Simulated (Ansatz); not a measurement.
# C3H11AlOSi: basis-set convergence

Aim: see how fast density functionals converge with the basis set for C3H11AlOSi.

Program: Ansatz 0.2.0, Gaussian basis. Level of theory: one geometry, several basis sets. These are calculated values, not measurements.

The runs, in order: PBE0-D4/def2-SVP; ωB97M-V/def2-SVP; PBE0-D4/def2-QZVPP; ωB97M-V/def2-QZVPP; the functionals' def2-TZVPP values are taken from earlier runs.

1 further run of the same task is left out (it didn't finish). Runs told in other sessions of the task aren't counted.

## 1. The geometry

An earlier PBE0-D4 in a triple-zeta def2 set relaxation fixed the geometry.

17 atoms, charge 0, spin multiplicity 1.

Atoms are counted from 1 here; the program's logs count them from 0.

Bond lengths: C1–Si2 1.868 Å, C1–H7 1.094 Å, C1–H8 1.093 Å, C1–H9 1.093 Å, Si2–C3 1.868 Å, Si2–C4 1.868 Å, Si2–O5 1.637 Å, C3–H10 1.093 Å, C3–H11 1.094 Å, C3–H12 1.093 Å, C4–H13 1.093 Å, C4–H14 1.094 Å, C4–H15 1.093 Å, O5–Al6 1.675 Å, Al6–H16 1.582 Å, Al6–H17 1.582 Å. Angles: Si2–C1–H7 111.2°, Si2–C1–H8 111.1°, Si2–C1–H9 111.0°, H7–C1–H8 107.7°, H7–C1–H9 107.9°, H8–C1–H9 107.9°, C1–Si2–C3 110.2°, C1–Si2–C4 110.1°, C1–Si2–O5 109.0°, C3–Si2–C4 110.2°, C3–Si2–O5 108.5°, C4–Si2–O5 108.9°, Si2–C3–H10 111.0°, Si2–C3–H11 111.1°, Si2–C3–H12 111.0°, H10–C3–H11 107.8°, H10–C3–H12 108.0°, H11–C3–H12 107.8° and more.

## 2. PBE0-D4 in def2-SVP

File in.yaml:

```yaml
crystal:
  periodic: [false, false, false]
  atoms:
    - {symbol: C, position_ang: [-0.013226, -1.664237, 1.057664]}
    - {symbol: Si, position_ang: [0.116964, -0.219477, -0.119628]}
    - {symbol: C, position_ang: [1.911409, 0.177910, -0.455450]}
    - {symbol: C, position_ang: [-0.765704, -0.614105, -1.718073]}
    - {symbol: O, position_ang: [-0.585603, 1.090701, 0.565039]}
    - {symbol: Al, position_ang: [-1.306895, 2.415328, 1.293171]}
    - {symbol: H, position_ang: [0.452464, -2.559879, 0.636863]}
    - {symbol: H, position_ang: [-1.058349, -1.902114, 1.273535]}
    - {symbol: H, position_ang: [0.482820, -1.442436, 2.006279]}
    - {symbol: H, position_ang: [2.003847, 1.031093, -1.132831]}
    - {symbol: H, position_ang: [2.423692, -0.671338, -0.916224]}
    - {symbol: H, position_ang: [2.438667, 0.423305, 0.470365]}
    - {symbol: H, position_ang: [-0.714567, 0.229072, -2.411993]}
    - {symbol: H, position_ang: [-0.319999, -1.482442, -2.211469]}
    - {symbol: H, position_ang: [-1.820938, -0.837577, -1.539201]}
    - {symbol: H, position_ang: [-1.954855, 3.523908, 0.369573]}
    - {symbol: H, position_ang: [-1.308824, 2.501791, 2.872678]}
basis:
  gaussian: {orbitals: def2-SVP}
hamiltonian: {xc: pbe0, dispersion: d4}
output: {orbitals: {seedname: orbitals}}
```

Started as:

```sh
ansatz run in.yaml --threads 4 --pin off --events-out ev --progress --plain --max-ram 11315MiB
```

After this run come: ωB97M-V in def2-SVP; PBE0-D4 in def2-QZVPP; ωB97M-V in def2-QZVPP.

Q: Predict the results of all the runs planned. Wanted: PBE0-D4: double and triple zeta above quadruple; ωB97M-V: double and triple zeta above quadruple.

The runs gave:

| quantity | value |
| --- | --- |
| PBE0-D4: double and triple zeta above quadruple | 12.23, 0.81 eV |
| ωB97M-V: double and triple zeta above quadruple | 12.51, 0.76 eV |

PBE0-D4 gains 11.42 eV from double to triple zeta, then 0.81 eV more. These are total energies; as a rule much of such shifts cancels in differences, which this series doesn't test. The LUMO of ωB97M-V is positive and keeps falling with the basis (0.81 to 0.28 eV): an unbound level that the basis holds in place.
